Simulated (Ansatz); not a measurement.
# C: a tetragonal deformation path

One table from this session's results is given with a row withheld; the runs are named, their logs left out.

Program: Ansatz 0.2.0. Level of theory: DFT r2SCAN, scalar-relativistic, plane waves, PAW. These are calculated values, not measurements.

## The system as given

It takes space group Fd-3m (No. 227, cubic). The conventional cell has a = 3.567 Å, b = 3.567 Å, c = 3.567 Å, α = 90.00°, β = 90.00°, γ = 90.00°. C (site symmetry -43m) is surrounded by 4 C at 1.54 Å.

As a file:

```cif
data_structure
_symmetry_space_group_name_H-M 'Fd-3m:1'
_symmetry_Int_Tables_number 227
_cell_length_a 3.5668
_cell_length_b 3.5668
_cell_length_c 3.5668
_cell_angle_alpha 90.000
_cell_angle_beta 90.000
_cell_angle_gamma 90.000
_cell_volume 45.38
loop_
_atom_site_label
_atom_site_type_symbol
_atom_site_symmetry_multiplicity
_atom_site_Wyckoff_symbol
_atom_site_fract_x
_atom_site_fract_y
_atom_site_fract_z
_atom_site_occupancy
C1 C 8 a 0.50000 0.00000 0.50000 1
```

No relaxation comes first: the listed cell is the starting point.

## Zero of energy

Reference values: F = -503.1111 eV; pressure -2.44 GPa; largest force 0.000 eV/Å; gap on the mesh 4.37 eV. It was computed beforehand with the settings of the runs below.

Set-up of the first run:

At fixed volume and fractional coordinates, lengths along (0.000, 0.000, 1.000) are scaled against those across it; ρ is that ratio over its starting value.

The input, input.yaml:

```yaml
crystal:
  lattice:
    - [0.0, 2.0018995919, 1.4153430115]
    - [2.0018995919, 0.0, 1.4153430115]
    - [2.0018995919, 2.0018995919, 0.0]
  atoms:
    - { symbol: C, position: [0.5, 0.5, 0.5] }
    - { symbol: C, position: [0.75, 0.75, 0.75] }
basis:
  ecutwfc: 500
kpoints:
  mp_grid: { grid: [12, 12, 12] }
hamiltonian:
  xc: r2scan
scf:
  occupations: { method: gaussian, width: 0.05 }
output:
  forces: true
  stress: true
  eigenvalues: true
```

Run with:

```sh
> ansatz run input.yaml --threads 1 --pin off --max-ram 2560MiB --backend cpu --events-out ev --progress --plain --runs-dir out
```

Among the steps run: Point ρ = 0.707; ρ = 1.414; Point ρ = 0.850; ρ = 1.200; Point ρ = 0.780; ρ = 1.300; Point ρ = 0.920; ρ = 1.100; Point ρ = 0.650; At ρ = 1.500; At ρ = 0.960; At ρ = 1.050.

One table of the session follows, with a row left open; its other results are not shown here.

Collected from the runs (energy zero: the undisturbed cell):

```
    ρ  ΔE (meV/atom)  pressure (GPa)  gap on the mesh (eV)
0.650         1428.3             0.0                  0.00
0.707         1025.6            -0.4                  0.00
0.780          589.0            -0.9                  0.00
0.850          272.0            -1.7                  0.34
0.920              ?               ?                     ?
0.960           18.8            -2.4                  3.30
1.000            0.0            -2.4                  4.37
1.050           28.6            -2.3                  3.73
1.100          112.5            -2.0                  3.12
1.200          432.7            -0.5                  1.99
1.300          932.4             2.1                  0.93
1.414         1678.5             6.5                  0.00
1.500         2277.1            10.2                  0.00
```

Q: Estimate the row for ρ = 0.920 from the others.

Worked estimate for «ΔE (meV/atom)». A straight line through the neighbours (0.850, 272.0) and (0.960, 18.8) gives 272.0 + (18.8 − 272.0) × (0.920 − 0.850) / (0.960 − 0.850) = 110.9; a parabola fitted to 4 rows on both sides gives 76.3.

The run gave: ΔE (meV/atom): 76.1; pressure (GPa): -2.2; gap on the mesh (eV): 2.24. In «ΔE (meV/atom)» the line misses by +34.8 and the parabola by +0.2.

Where the gap reads zero, the mesh chosen for the insulator is on the coarse side.
